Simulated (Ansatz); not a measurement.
A run of Ansatz 0.2.0 is set up as follows.

input.yaml

```yaml
crystal:
  lattice:
    - [-2.006507, 2.006507, 4.20817]
    - [2.006507, -2.006507, 4.20817]
    - [2.006507, 2.006507, -4.20817]
  atoms:
    - { symbol: Ta, position: [0.5, 0.5, 0.0] }
    - { symbol: Ta, position: [0.25, 0.75, 0.5] }
    - { symbol: Ta, position: [0.75, 0.25, 0.5] }
    - { symbol: Cu, position: [0.0, 0.0, 0.0] }
hamiltonian:
  xc: r2scan
  pseudopotentials: { kind: paw }
kpoints:
  mp_grid: { grid: [9, 9, 9] }
scf:
  occupations: { method: fermi_dirac, width: 0.05 }
output:
  forces: true
  stress: true
  eigenvalues: true
relax:
  f_tol: 0.01
  max_steps: 40
  cell: { stress_tol: 0.05 }
```

Potentials or basis: Ansatz PAW.

The run is started by

```bash
$ ansatz run input.yaml --threads 2 --pin off --max-ram 5632MiB --backend cpu --events-out ev --progress --plain --runs-dir out
```

Task: Estimate the relaxed volume.

Result: 16.69 Å³/atom.

Task: Predict the relaxed cell.

Result: a = 5.059 Å, b = 5.059 Å, c = 5.059 Å, α = 133.58°, β = 133.58°, γ = 67.74°.

Task: What does it give for the space group after relaxing (to 0.05 Å)?

Result: I4/mmm (No. 139).

Task: What does it give for the band gap on the k mesh?

Result: None (metal or under the smearing width).

The path:
```csv
step,energy change (eV),largest force (eV/Å),volume (Å³)
1,0.0000,0.0000,67.77
2,-0.0095,0.0000,66.82
3,-0.0096,0.0000,66.77
4,-0.0096,0.0000,66.77
5,-0.0092,0.0000,66.77
```

Caveat: the plane-wave basis is chosen anew once the cell has moved, so the energies of steps on either side of that aren't comparable; the PAW data sets come from PBE, with cores solved anew for the run's functional, which leaves a small shift of forces and pressure. Spin-orbit coupling is left out, which matters for the levels of Ta.
